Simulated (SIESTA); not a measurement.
The system is ErAlSi.

```xyz
6
Lattice="-2.0392 2.0392 7.2340 2.0392 -2.0392 7.2340 2.0392 2.0392 -7.2340" Properties=species:S:1:pos:R:3 pbc="T T T"
Er    0.0000    0.0000    9.0227
Er    2.0392    0.0000    5.4057
Si    0.0000    0.0000    0.6249
Si    0.0000    2.0392    4.2419
Al    0.0000    2.0392    6.6289
Al    0.0000    0.0000    3.0119
```

The cell comes from a database or a generator and needn't be the stable form of this composition.

* Program: SIESTA 5.4.2
* Task: single point
* Functional: PBEsol
* Potentials or basis: PseudoDojo 0.4 standard with PseudoDojo 3+ lanthanides (4f in the core) (PBE and PBEsol files)
* Basis: DZP (energy shift 0.003 Ry; two zetas on semicore shells)
* Grid cutoff: 800 Ry
* Energy shift: 0.003 Ry
* k mesh: 9 × 9 × 9
* Occupations: fermi-dirac, width 0.05 eV
* Spin: collinear spin, ferromagnetic start
* Starting moments: [3.0, 3.0, 0.0, 0.0, 0.0, 0.0] μB

On this cell: pressure -2.9 GPa; largest force 0.112 eV/Å; net moment 0.00 μB per cell; band gap on the k mesh none (metal or under the smearing width).

The same run follows on a disturbed copy (atoms moved at random, drawn with an rms of 0.05 Å):

```xyz
6
Lattice="-2.0392 2.0392 7.2340 2.0392 -2.0392 7.2340 2.0392 2.0392 -7.2340" Properties=species:S:1:pos:R:3 pbc="T T T"
Er   -0.0145   -0.0083    9.0263
Er    1.9738    0.0257    5.4589
Si   -0.0363    0.0205    0.6064
Si    0.0163    2.0431    4.3027
Al   -0.0074    2.0322    6.7147
Al   -0.0079    0.0026    2.9352
```

Problem. What changes?

Solution. The energy (extrapolated to zero smearing) moves by +20.7 meV/atom; pressure -2.5 GPa; largest force 1.244 eV/Å; net moment 0.00 μB per cell; band gap on the k mesh none (metal or under the smearing width).

Forces in eV/Å, atoms in the order of the input:
```
Er  -0.001  0.094  0.090
Er   0.377 -0.131 -0.235
Si   0.394 -0.003  0.183
Si  -0.181  0.031 -0.328
Al  -0.531  0.035 -0.952
Al  -0.058 -0.026  1.242
```

Stress tensor (GPa, compression positive):
```
-0.92 -0.05  0.47
-0.05 -4.92  0.03
 0.47  0.03 -1.81
```

Caveats: the magnetic or orbital state may not be the lowest; the potentials were made for another functional, which shifts forces and pressure; short orbitals over semicore shells can move pressures by several GPa; spin-orbit coupling is left out, which moves the levels of the heavy elements; the 4f electrons are frozen in the core as for a trivalent ion, so they carry no moment and show no levels; the basis of atomic orbitals isn't converged, which shifts pressures, moduli and gaps.
